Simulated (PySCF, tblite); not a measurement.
**C2H4Cl2NSi2 radical: geometry, infrared bands and EPR parameters**

Aim: predict the infrared bands and EPR parameters of C2H4Cl2NSi2 radical (`N[Si@@H]1C=C(Cl)[Si]1Cl`).

Programs: tblite 0.8.0 and PySCF 2.14.0, with density-fitted response routines of our own. Each step states its level of theory. These are calculated values for one molecule in the gas phase, unless marked as measured. Atoms count from 0, in the outputs and in this text.

## 1. The starting structure

11 atoms, charge 0, multiplicity 2; geometry from: force field or distance geometry start.

Bonds of the start (Å): N0–Si1 1.80, Si1–C2 1.81, C2–C3 1.27, C3–Cl4 1.84, C3–Si5 1.77, Si5–Cl6 2.10, Si5–Si1 2.13, N0–H7 1.03, N0–H8 1.03, Si1–H9 1.48, C2–H10 1.13.

## 2. Optimising the geometry with GFN2-xTB

What the job is given:

```
{"job": {"kind": "relax", "xc": "GFN2-xTB", "basis": "xTB"}, "charge": 0, "multiplicity": 2}
N     -2.005900    -0.842500     0.420200
Si    -0.669600    -0.070200    -0.502200
C      0.942600    -0.832200    -0.185100
C      1.580300     0.125000     0.358400
Cl     3.315100     0.062900     0.968800
Si     0.444900     1.485900     0.437600
Cl     0.841900     3.148900    -0.777900
H     -2.913400    -0.404300     0.197900
H     -1.766400    -0.885600     1.419000
H     -1.028400     0.095600    -1.927600
H      1.264200    -1.880900    -0.435000
```

The run is started by

```
> OMP_NUM_THREADS=1 python probes_run.py task.json out
```

The driver reads the jobs from task.json and runs them one after another.

**Question.** This job is followed by: GFN2-xTB harmonic vibrations, gas phase; UKS B3LYP, pcH-1 on C Cl H N Si, non-relativistic, mean-field spin-orbit, GIAO. What will the session give for the following? strongest single infrared mode (GFN2-xTB); zero-point energy (GFN2-xTB); g(iso) (B3LYP); ⟨S²⟩; largest a(iso) (averaged by class); potential on the surface of density 0.002 e/bohr³, 1st and 99th percentile.

The runs gave:

| quantity | value |
| --- | --- |
| strongest single infrared mode (GFN2-xTB) | 2180 cm⁻¹, 315 km/mol |
| zero-point energy (GFN2-xTB) | 36.2 kcal/mol |
| g(iso) (B3LYP) | 2.00564 |
| ⟨S²⟩ | 0.754 (exact 0.75) |
| largest a(iso) (averaged by class) | 29Si on Si5, -454.6 MHz |
| potential on the surface of density 0.002 e/bohr³, 1st and 99th percentile | -0.83 V and 1.90 V |

**Reading.** The optimisation took 45 steps and gained 1.323 eV; among the close pairs (by a distance rule), Si1–Si5 changed most, from 2.132 to 2.365 Å. All 27 modes are real, so the xTB geometry is a minimum. The strongest single mode, at 2180 cm⁻¹, moves mainly H9. Unscaled tight-binding wavenumbers are off by several per cent, some by more. Its intensities can rank the bands wrongly. Most of the unpaired spin sits on Si5 (0.72 e). The isotropic g lies 3.3 ppt above the free-electron value.
